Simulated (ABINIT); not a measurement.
# NbSi (Pm-3m) in ABINIT: reference runs

Aim: a first look at NbSi with PBE, on the cell as given and on a disturbed one.

All numbers are computed with ABINIT 10.8.3 (patched build); they aren't measurements. Logs are shortened: lines on timing, memory, paths and dates and some standing lists are left out, and cuts for length are marked. The log counts tension as positive stress, the text compression.

### 1 Starting point

It takes space group Pm-3m (No. 221, cubic). The conventional cell has a = 3.156 Å, b = 3.156 Å, c = 3.156 Å, α = 90.00°, β = 90.00°, γ = 90.00°. Nb (site symmetry m-3m) has 8 Si at 2.73 Å as nearest neighbours. Si (site symmetry m-3m) has 8 Nb at 2.73 Å as nearest neighbours.

The cell was built by a generator and needn't be a form met in nature.

### 2 Single point, PBE

Contents of run.abi:

```
# Pseudopotentials
pp_dirpath "./"
pseudos "Nb.GGA_PBE-JTH.xml, Si.GGA_PBE-JTH.xml"

# Structure
structure "poscar:POSCAR"
natom 2

# Plane-wave basis
ecut 16.0
pawecutdg 32.0
pawxcdev 0

# k points
kptopt 1
ngkpt 8 8 8
nshiftk 1
shiftk 0.0 0.0 0.0

# Exchange and correlation
ixc 11

# Bands and occupations
nband 13
occopt 3
tsmear 0.00183747

# SCF cycle
nstep 100
tolvrs 1.0e-9

# Output
iomode 3
prtwf 0
prteig 0
prtebands 0
enunit 2
prtden 1
prtvha 1
prtvclmb 1
prtpot 1
```

Contents of POSCAR:

```
NbSi
1.0
    3.1564400000      0.0000000000      0.0000000000
    0.0000000000      3.1564400000      0.0000000000
    0.0000000000      0.0000000000      3.1564400000
Nb Si
1 1
Direct
    0.0000000000      0.0000000000      0.0000000000  Nb
    0.5000000000      0.5000000000      0.5000000000  Si
```

Potentials or basis: JTH PAW PBE v2.0.

Run with:

```
$ abinit run.abi > log 2>&1
```

run.abo:

```text
.Version 10.8.3 of ABINIT
 Symmetries : space group Pm -3 m (#221); Bravais cP (primitive cubic)
================================================================================
 Values of the parameters that define the memory need of the present run
     intxc =       0    ionmov =       0      iscf =      17    lmnmax =      18
     lnmax =       6     mgfft =      24  mpssoang =       3    mqgrid =    3001
     natom =       2  nloc_mem =       2    nspden =       1   nspinor =       1
    nsppol =       1      nsym =      48    n1xccc =       1    ntypat =       2
    occopt =       3   xclevel =       2
       mpw =         666          nfft =       13824          nkpt =          35
 PAW method is used; the additional fine FFT grid is defined by:
   mgfftf=        32    nfftf =     32768
================================================================================
================================================================================

--------------------------------------------------------------------------------
------------- Echo of variables that govern the present computation ------------
--------------------------------------------------------------------------------
 -outvars: echo values of preprocessed input variables --------
            acell      1.0000000000E+00  1.0000000000E+00  1.0000000000E+00 Bohr
              amu      9.29063800E+01  2.80855000E+01
             ecut      1.60000000E+01 Hartree
           enunit           2
              ixc          11
         kptrlatt        8    0    0      0    8    0      0    0    8
          kptrlen      4.77184571E+01
            natom           2
            nband          13
            ngfft          24      24      24
          ngfftdg          32      32      32
             nkpt          35
            nstep         100
             nsym          48
           ntypat           2
           occopt           3
        pawecutdg      3.20000000E+01 Hartree
         pawxcdev           0
        prtebands           0
           prteig           0
           prtpot           1
         prtvclmb           1
           prtvha           1
            prtwf           0
            rprim      5.9648071329E+00  0.0000000000E+00  0.0000000000E+00
                       0.0000000000E+00  5.9648071329E+00  0.0000000000E+00
                       0.0000000000E+00  0.0000000000E+00  5.9648071329E+00
          spgroup         221
           tolvrs      1.00000000E-09
           tsmear      1.83747000E-03 Hartree
            typat      1  2
           useylm           1
           xangst      0.0000000000E+00  0.0000000000E+00  0.0000000000E+00
                       1.5782200000E+00  1.5782200000E+00  1.5782200000E+00
            xcart      0.0000000000E+00  0.0000000000E+00  0.0000000000E+00
                       2.9824035664E+00  2.9824035664E+00  2.9824035664E+00
             xred      0.0000000000E+00  0.0000000000E+00  0.0000000000E+00
                       5.0000000000E-01  5.0000000000E-01  5.0000000000E-01
            znucl       41.00000   14.00000

================================================================================

 chkinp: Checking input parameters for consistency.

================================================================================
== DATASET  1 ==================================================================

--- !DatasetInfo
iteration_state: {dtset: 1, }
dimensions: {natom: 2, nkpt: 35, mband: 13, nsppol: 1, nspinor: 1, nspden: 1, mpw: 666, }
cutoff_energies: {ecut:  16.0, pawecutdg:  32.0, }
electrons: {nelect:   1.70000000E+01, charge:   0.00000000E+00, occopt:   3.00000000E+00, tsmear:   1.83747000E-03, }
meta: {optdriver: 0, ionmov: 0, optcell: 0, iscf: 17, paral_kgb: 0, }
...

 Exchange-correlation functional for the present dataset will be:
  GGA: Perdew-Burke-Ernzerhof functional - ixc=11
  J.P.Perdew, K.Burke, M.Ernzerhof, PRL 77, 3865 (1996)

 Real(R)+Recip(G) space primitive vectors, cartesian coordinates (Bohr,Bohr^-1):
 R(1)=  5.9648071  0.0000000  0.0000000  G(1)=  0.1676500  0.0000000  0.0000000
 R(2)=  0.0000000  5.9648071  0.0000000  G(2)=  0.0000000  0.1676500  0.0000000
 R(3)=  0.0000000  0.0000000  5.9648071  G(3)=  0.0000000  0.0000000  0.1676500
 Unit cell volume ucvol=  2.1222142E+02 bohr^3
 Angles (23,13,12)=  9.00000000E+01  9.00000000E+01  9.00000000E+01 degrees

 Coarse grid specifications (used for wave-functions):

 getcut: wavevector=  0.0000  0.0000  0.0000  ngfft=  24  24  24
         ecut(hartree)=     16.000   => boxcut(ratio)=   2.23455

 getcut : COMMENT -
  Note that boxcut > 2.2 ; recall that boxcut=Gcut(box)/Gcut(sphere) = 2
  is sufficient for exact treatment of convolution.
  Such a large boxcut is a waste : you could raise ecut
  e.g. ecut=   19.972822 Hartrees makes boxcut=2

 Fine grid specifications (used for densities):

[... 62 lines left out ...]
  sigma(3 3)=  1.64363978E-05  sigma(2 1)=  0.00000000E+00

--- !ResultsGS
iteration_state: {dtset: 1, }
comment   : Summary of ground state results
lattice_vectors:
- [  5.9648071,   0.0000000,   0.0000000, ]
- [  0.0000000,   5.9648071,   0.0000000, ]
- [  0.0000000,   0.0000000,   5.9648071, ]
lattice_lengths: [   5.96481,    5.96481,    5.96481, ]
lattice_angles: [ 90.000,  90.000,  90.000, ] # degrees, (23, 13, 12)
lattice_volume:   2.1222142E+02
convergence: {deltae: -7.133E-11, res2:  7.613E-10, residm:  1.623E-05, diffor: null, }
etotal    :  -6.15310075E+01
entropy   :   0.00000000E+00
fermie    :   4.55051435E-01
cartesian_stress_tensor: # hartree/bohr^3
- [  1.64363978E-05,   0.00000000E+00,   0.00000000E+00, ]
- [  0.00000000E+00,   1.64363978E-05,   0.00000000E+00, ]
- [  0.00000000E+00,   0.00000000E+00,   1.64363978E-05, ]
pressure_GPa:  -4.8358E-01
xred      :
- [  0.0000E+00,   0.0000E+00,   0.0000E+00, Nb]
- [  5.0000E-01,   5.0000E-01,   5.0000E-01, Si]
cartesian_forces: # hartree/bohr
- [ -0.00000000E+00,  -0.00000000E+00,  -0.00000000E+00, ]
- [ -0.00000000E+00,  -0.00000000E+00,  -0.00000000E+00, ]
force_length_stats: {min:   0.00000000E+00, max:   0.00000000E+00, mean:   0.00000000E+00, }
...

 Integrated electronic density in atomic spheres:
 ------------------------------------------------
 Atom  Sphere_radius  Integrated_density
    1        2.22094         10.18105430
    2        1.90945          1.51272444

================================================================================

 ----iterations are completed or convergence reached----

 Mean square residual over all n,k,spin=   40.688E-09; max=  16.234E-06
 reduced coordinates (array xred) for    2 atoms
       0.000000000000      0.000000000000      0.000000000000
       0.500000000000      0.500000000000      0.500000000000
 rms dE/dt=  0.0000E+00; max dE/dt=  0.0000E+00; dE/dt below (all hartree)
    1       0.000000000000      0.000000000000      0.000000000000
    2       0.000000000000      0.000000000000      0.000000000000

 cartesian coordinates (angstrom) at end:
    1      0.00000000000000     0.00000000000000     0.00000000000000
    2      1.57822000000000     1.57822000000000     1.57822000000000

 cartesian forces (hartree/bohr) at end:
    1     -0.00000000000000    -0.00000000000000    -0.00000000000000
    2     -0.00000000000000    -0.00000000000000    -0.00000000000000
 frms,max,avg= 0.0000000E+00 0.0000000E+00   0.000E+00  0.000E+00  0.000E+00 h/b

 cartesian forces (eV/Angstrom) at end:
    1     -0.00000000000000    -0.00000000000000    -0.00000000000000
    2     -0.00000000000000    -0.00000000000000    -0.00000000000000
 frms,max,avg= 0.0000000E+00 0.0000000E+00   0.000E+00  0.000E+00  0.000E+00 e/A
 length scales=  1.000000000000  1.000000000000  1.000000000000 bohr
              =  0.529177210544  0.529177210544  0.529177210544 angstroms
 Fermi (or HOMO) energy (hartree) =   0.45505   Average Vxc (hartree)=  -0.44372
 Eigenvalues (hartree) for nkpt=  35  k points:
 kpt#   1, nband= 13, wtk=  0.00195, kpt=  0.0000  0.0000  0.0000 (reduced coord)
  -1.55215   -0.66711   -0.66711   -0.66711    0.04853    0.35829    0.35829    0.53863
   0.53863    0.53863    0.54582    0.54582    0.54582
      occupation numbers for kpt#   1
   2.00000    2.00000    2.00000    2.00000    2.00000    2.00000    2.00000    0.00000
   0.00000    0.00000    0.00000    0.00000    0.00000
 prteigrs : prtvol=0 or 1, do not print more k-points.

 Fermi (or HOMO) energy (eV) =  12.38258   Average Vxc (eV)= -12.07432
 Eigenvalues (   eV  ) for nkpt=  35  k points:
 kpt#   1, nband= 13, wtk=  0.00195, kpt=  0.0000  0.0000  0.0000 (reduced coord)
 -42.23623  -18.15297  -18.15297  -18.15297    1.32050    9.74951    9.74951   14.65676
  14.65676   14.65676   14.85247   14.85247   14.85247
 prteigrs : prtvol=0 or 1, do not print more k-points.

--- !EnergyTerms
iteration_state     : {dtset: 1, }
comment             : Components of total free energy in Hartree
kinetic             :  1.47178705474807E+01
hartree             :  1.13542139245384E+01
xc                  : -9.03167835972690E+00
Ewald energy        : -5.09908670169470E+01
psp_core            :  1.63349212753656E+00
local_psp           : -4.55950895157984E+01
PAW spherical_terms :  1.63817695896792E+01
internal            : -6.15302887032374E+01
'-kT*entropy'       : -7.21132878023830E-04
total_energy        : -6.15310098361155E+01
total_energy_eV     : -1.67434407475579E+03
...

--- !EnergyTermsDC
iteration_state     : {dtset: 1, }
comment             : '"Double-counting" decomposition of free energy'
band_energy         : -4.25348935035491E+00
Ewald energy        : -5.09908670169470E+01
psp_core            :  1.63349212753656E+00
xc_dc               : -1.08501184045921E+01
PAW spherical_terms :  2.93069625755259E+00
internal            : -6.15302863868048E+01
'-kT*entropy'       : -7.21132878023830E-04
total_energy_dc     : -6.15310075196828E+01
total_energy_dc_eV  : -1.67434401172245E+03
...

--- !EnergyTermsWithPAWCore
iteration_state     : {dtset: 1, }
comment             : 'Components of total free energy, including PAW core contributions'
Total energy        : -4.11003477141930E+03
Total energy DC     : -4.11003476910287E+03
Total energy (eV)   : -1.11839743649503E+05
Total energy DC (eV): -1.11839743586470E+05
...

 Cartesian components of stress tensor (hartree/bohr^3)
  sigma(1 1)=  1.64363978E-05  sigma(3 2)=  0.00000000E+00
  sigma(2 2)=  1.64363978E-05  sigma(3 1)=  0.00000000E+00
  sigma(3 3)=  1.64363978E-05  sigma(2 1)=  0.00000000E+00

-Cartesian components of stress tensor (GPa)         [Pressure= -4.8358E-01 GPa]
- sigma(1 1)=  4.83575520E-01  sigma(3 2)=  0.00000000E+00
- sigma(2 2)=  4.83575520E-01  sigma(3 1)=  0.00000000E+00
- sigma(3 3)=  4.83575520E-01  sigma(2 1)=  0.00000000E+00

== END DATASET(S) ==============================================================
================================================================================

 -outvars: echo values of variables after computation  --------
            acell      1.0000000000E+00  1.0000000000E+00  1.0000000000E+00 Bohr
           etotal     -6.1531007520E+01
            fcart     -0.0000000000E+00 -0.0000000000E+00 -0.0000000000E+00
                      -0.0000000000E+00 -0.0000000000E+00 -0.0000000000E+00
            rprim      5.9648071329E+00  0.0000000000E+00  0.0000000000E+00
                       0.0000000000E+00  5.9648071329E+00  0.0000000000E+00
                       0.0000000000E+00  0.0000000000E+00  5.9648071329E+00
           strten      1.6436397830E-05  1.6436397830E-05  1.6436397830E-05
                       0.0000000000E+00  0.0000000000E+00  0.0000000000E+00
           xangst      0.0000000000E+00  0.0000000000E+00  0.0000000000E+00
                       1.5782200000E+00  1.5782200000E+00  1.5782200000E+00
             xred      0.0000000000E+00  0.0000000000E+00  0.0000000000E+00
                       5.0000000000E-01  5.0000000000E-01  5.0000000000E-01
 Calculation completed.
```

Run time: 22 s. Hardware: 1 thread of Arm Neoverse V1, shared host; peak memory 0.1 GiB.

What came out:

- Free energy: -1674.3440 eV
- Pressure: -0.5 GPa
- Band gap on the k mesh: none (metal or under the smearing width)
- Valence electrons inside the program's atomic spheres: Nb 10.18; Si 1.51

Levels at points of the mesh, in eV from the Fermi level:
| k point | band 4 | band 5 | band 6 | band 7 | band 8 | band 9 | band 10 | band 11 | band 12 | band 13 |
| --- | --- | --- | --- | --- | --- | --- | --- | --- | --- | --- |
| (0.00, 0.00, 0.00) | -30.54 | -11.06 | -2.63 | -2.63 | 2.27 | 2.27 | 2.27 | 2.47 | 2.47 | 2.47 |
| (0.50, 0.00, 0.00) | -30.50 | -7.99 | -6.28 | -1.49 | -1.07 | -1.07 | 2.73 | 4.21 | 5.48 | 8.75 |
| (0.50, 0.50, 0.00) | -30.46 | -8.00 | -2.88 | -2.88 | -2.16 | 0.34 | 0.34 | 4.18 | 4.58 | 4.69 |
| (0.50, 0.50, 0.50) | -30.84 | -5.08 | -5.08 | -5.08 | -3.91 | 3.90 | 3.90 | 3.90 | 4.32 | 4.32 |

### 3 Single point, PBE (atoms moved at random, drawn with an rms of 0.05 Å)

Edit run.abi of step 2 so:

```diff
@@ -5,7 +5,20 @@
 # Structure
-structure "poscar:POSCAR"
+acell 5.9648071288 5.9648071288 5.9648071288
+rprim
+     1.0000000000     0.0000000000     0.0000000000
+     0.0000000000     1.0000000000     0.0000000000
+     0.0000000000     0.0000000000     1.0000000000
+ntypat 2
+znucl 41 14
 natom 2
+typat 1 2
+xred
+    -0.0081220000    -0.0041090000    -0.0158380000
+     0.4928710000     0.5132360000     0.4871190000
+chkprim 0
+chksymtnons 0
+tolsym 1.0e-6
 
 # Plane-wave basis
-ecut 16.0
+ecut 435.382180 eV
 pawecutdg 32.0
@@ -25,3 +38,3 @@
 occopt 3
-tsmear 0.00183747
+tsmear 0.05 eV
 
@@ -36,3 +49,3 @@
 prtebands 0
-enunit 2
+enunit 1
 prtden 1
```

Potentials or basis: JTH PAW PBE v2.0.

Run with:

```
$ abinit run.abi > log 2>&1
```

run.abo:

```text
.Version 10.8.3 of ABINIT
 Symmetries : space group P1 (#  1); Bravais aP (primitive triclinic)
================================================================================
 Values of the parameters that define the memory need of the present run
     intxc =       0    ionmov =       0      iscf =      17    lmnmax =      18
     lnmax =       6     mgfft =      24  mpssoang =       3    mqgrid =    3001
     natom =       2  nloc_mem =       2    nspden =       1   nspinor =       1
    nsppol =       1      nsym =       1    n1xccc =       1    ntypat =       2
    occopt =       3   xclevel =       2
       mpw =         666          nfft =       13824          nkpt =         260
 PAW method is used; the additional fine FFT grid is defined by:
   mgfftf=        32    nfftf =     32768
================================================================================
================================================================================

--------------------------------------------------------------------------------
------------- Echo of variables that govern the present computation ------------
--------------------------------------------------------------------------------
 -outvars: echo values of preprocessed input variables --------
            acell      5.9648071288E+00  5.9648071288E+00  5.9648071288E+00 Bohr
              amu      9.29063800E+01  2.80855000E+01
          chkprim           0
      chksymtnons           0
             ecut      1.60000000E+01 Hartree
           enunit           1
                       outvar_i_n : Printing only first  50 k-points.
              ixc          11
                       outvar_i_n : Printing only first  50 k-points.
         kptrlatt        8    0    0      0    8    0      0    0    8
          kptrlen      4.77184570E+01
            natom           2
            nband          13
            ngfft          24      24      24
          ngfftdg          32      32      32
             nkpt         260
            nstep         100
             nsym           1
           ntypat           2
                       prtocc : prtvol=0, do not print more k-points.
           occopt           3
        pawecutdg      3.20000000E+01 Hartree
         pawxcdev           0
        prtebands           0
           prteig           0
           prtpot           1
         prtvclmb           1
           prtvha           1
[... 171 lines left out ...]
 frms,max,avg= 3.3197477E-03 5.6565999E-03  -8.416E-07 -1.537E-06  6.658E-07 h/b

 cartesian forces (eV/Angstrom) at end:
    1      0.01686132887288     0.29087406065488     0.05031838749341
    2     -0.01686132887288    -0.29087406065488    -0.05031838749341
 frms,max,avg= 1.7070829E-01 2.9087406E-01  -4.328E-05 -7.904E-05  3.424E-05 e/A
 length scales=  5.964807128800  5.964807128800  5.964807128800 bohr
              =  3.156439997851  3.156439997851  3.156439997851 angstroms
 Fermi (or HOMO) energy (eV) =  12.38006   Average Vxc (eV)= -12.07330
 Eigenvalues (   eV  ) for nkpt= 260  k points:
 kpt#   1, nband= 13, wtk=  0.00195, kpt=  0.0000  0.0000  0.0000 (reduced coord)
 -42.23651  -18.15437  -18.15350  -18.15348    1.32177    9.74009    9.74509   14.58040
  14.58317   14.65147   14.87290   14.92963   14.93215
 prteigrs : prtvol=0 or 1, do not print more k-points.

--- !EnergyTerms
iteration_state     : {dtset: 1, }
comment             : Components of total free energy in Hartree
kinetic             :  1.47195653237302E+01
hartree             :  1.13592113623723E+01
xc                  : -9.03221693540810E+00
Ewald energy        : -5.09852007702676E+01
psp_core            :  1.63349213087241E+00
local_psp           : -4.56075874081599E+01
PAW spherical_terms :  1.63827536537570E+01
internal            : -6.15299826431037E+01
'-kT*entropy'       : -7.21715037294327E-04
total_energy        : -6.15307043581410E+01
total_energy_eV     : -1.67433576227664E+03
...

--- !EnergyTermsDC
iteration_state     : {dtset: 1, }
comment             : '"Double-counting" decomposition of free energy'
band_energy         : -4.25414515980706E+00
Ewald energy        : -5.09852007702676E+01
psp_core            :  1.63349213087241E+00
xc_dc               : -1.08549864470338E+01
PAW spherical_terms :  2.93085782177759E+00
internal            : -6.15299824244585E+01
'-kT*entropy'       : -7.21715037294327E-04
total_energy_dc     : -6.15307041394958E+01
total_energy_dc_eV  : -1.67433575632700E+03
...

--- !EnergyTermsWithPAWCore
iteration_state     : {dtset: 1, }
comment             : 'Components of total free energy, including PAW core contributions'
Total energy        : -4.11003446594133E+03
Total energy DC     : -4.11003446572269E+03
Total energy (eV)   : -1.11839735337024E+05
Total energy DC (eV): -1.11839735331074E+05
...

 Cartesian components of stress tensor (hartree/bohr^3)
  sigma(1 1)=  2.93735993E-06  sigma(3 2)= -2.25335435E-06
  sigma(2 2)=  2.42570498E-05  sigma(3 1)= -1.28977473E-07
  sigma(3 3)=  3.65338773E-06  sigma(2 1)= -7.63025871E-07

-Cartesian components of stress tensor (GPa)         [Pressure= -3.0252E-01 GPa]
- sigma(1 1)=  8.64201127E-02  sigma(3 2)= -6.62959738E-02
- sigma(2 2)=  7.13667043E-01  sigma(3 1)= -3.79464825E-03
- sigma(3 3)=  1.07486378E-01  sigma(2 1)= -2.24489962E-02

== END DATASET(S) ==============================================================
================================================================================

 -outvars: echo values of variables after computation  --------
            acell      5.9648071288E+00  5.9648071288E+00  5.9648071288E+00 Bohr
           etotal     -6.1530704139E+01
            fcart      3.2790064050E-04  5.6565998750E-03  9.7853684087E-04
                      -3.2790064050E-04 -5.6565998750E-03 -9.7853684087E-04
           strten      2.9373599273E-06  2.4257049760E-05  3.6533877257E-06
                      -2.2533543484E-06 -1.2897747262E-07 -7.6302587144E-07
           xangst     -2.5636605663E-02 -1.2969811951E-02 -4.9991696686E-02
                       1.5557177382E+00  1.6199986387E+00  1.5375618953E+00
             xred     -8.1220000000E-03 -4.1090000000E-03 -1.5838000000E-02
                       4.9287100000E-01  5.1323600000E-01  4.8711900000E-01
 Calculation completed.
```

Run time: 2 min. Hardware: 1 thread of Arm Neoverse V1, shared host; peak memory 0.17 GiB.

Results:

* Free energy: -1674.3358 eV
* Pressure: -0.3 GPa
* Largest force: 0.296 eV/Å
* Band gap on the k mesh: none (metal or under the smearing width)
* Valence electrons inside the program's atomic spheres: Nb 10.19; Si 1.53

Forces in eV/Å, atoms in the order of the input:
```
Nb   0.017  0.291  0.050
Si  -0.017 -0.291 -0.050
```

Stress tensor (GPa, compression positive):
```
-0.09  0.02  0.00
 0.02 -0.71  0.07
 0.00  0.07 -0.11
```
